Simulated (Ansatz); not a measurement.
# Hf: stress in a strained cell

Hf is deformed so: equal xx and yy strain of -3 %. What stress and forces result, by LAPW, PAW and all-electron datasets made for the crystal?

Method: DFT LDA, scalar-relativistic, in Ansatz 0.2.0.

## 1. The starting structure

Symmetry: Fm-3m, No. 225, cubic system. The conventional cell has a = 4.440 Å, b = 4.440 Å, c = 4.440 Å, α = 90.00°, β = 90.00°, γ = 90.00°. Around Hf (site symmetry m-3m) lie 12 Hf at 3.14 Å.

Structure file:

```
CELL_PARAMETERS angstrom
0.00000 2.22000 2.22000
2.22000 0.00000 2.22000
2.22000 2.22000 0.00000
ATOMIC_POSITIONS crystal
Hf 0.00000 0.00000 0.00000
```

## 2. After the deformation

Space group Fm-3m before, I4/mmm after.

## 3. All-electron LAPW

The input, input.yaml:

```yaml
crystal:
  lattice:
    - [0.0, 2.1534, 2.22]
    - [2.1534, 0.0, 2.22]
    - [2.1534, 2.1534, 0.0]
  atoms:
    - { symbol: Hf, position: [0.0, 0.0, 0.0] }
kpoints:
  mp_grid: { grid: [13, 13, 13] }
  band_path:
    path:
      - [0.0, 0.0, 0.0]
      - [0.0, 0.5, 0.5]
      - [0.25, 0.75, 0.5]
      - [0.0, 0.5, 0.0]
      - [0.0, 0.0, 0.0]
      - [0.5, 0.5, 0.0]
      - [0.3676125, 0.6323875, 0.0]
      - [-0.3676125, 0.3676125, 0.0]
      - [0.0, 0.0, 0.0]
    npoints: 5
scf:
  occupations: { method: fermi_dirac, width: 0.03 }
hamiltonian:
  xc: lda
  pseudopotentials: { kind: all_electron, lapw: { basis_error: 0.001 } }
output:
  forces: true
  stress: true
  eigenvalues: true
```

Command:

```bash
> ansatz run input.yaml --threads 1 --pin off --max-ram 3072MiB --backend cpu --events-out ev --progress --plain --runs-dir out
```

## 4. PAW on the default files

The input, input.yaml:

```yaml
crystal:
  lattice:
    - [0.0, 2.1534, 2.22]
    - [2.1534, 0.0, 2.22]
    - [2.1534, 2.1534, 0.0]
  atoms:
    - { symbol: Hf, position: [0.0, 0.0, 0.0] }
kpoints:
  mp_grid: { grid: [13, 13, 13] }
scf:
  occupations: { method: fermi_dirac, width: 0.03 }
hamiltonian:
  xc: lda
  pseudopotentials: { kind: paw }
output:
  forces: true
  stress: true
  eigenvalues: true
  efg: { contact_densities: true }
```

## 5. All-electron PAW on datasets made for the crystal

input.yaml, as its differences from that of step 4:

```diff
@@ -13,3 +13,3 @@
   xc: lda
-  pseudopotentials: { kind: paw }
+  pseudopotentials: { kind: all_electron, datasets: crystal }
 output:
```

(Steps that only read results are left out.)

Before running it: what results should come out? Wanted: pressure; largest shear or deviatoric stress.

**Answer**, as computed:

```
                                 quantity                                           value
                                 pressure  LAPW 1.10, PAW 1.05, crystal datasets 1.10 GPa
largest shear or deviatoric stress (LAPW)                                        0.84 GPa
```

The largest part of the stress beyond the pressure is 0.84 GPa in size, in the zz component. No run of the undeformed cell stands beside it, so the pressure holds what the given cell had before the change. PAW: stress within 0.05 GPa of LAPW. Crystal datasets: stress within 0.01 GPa of LAPW. Spin-orbit coupling is left out, though the cell holds Hf; in elements this heavy it can shift bands and gaps by tenths of an eV.
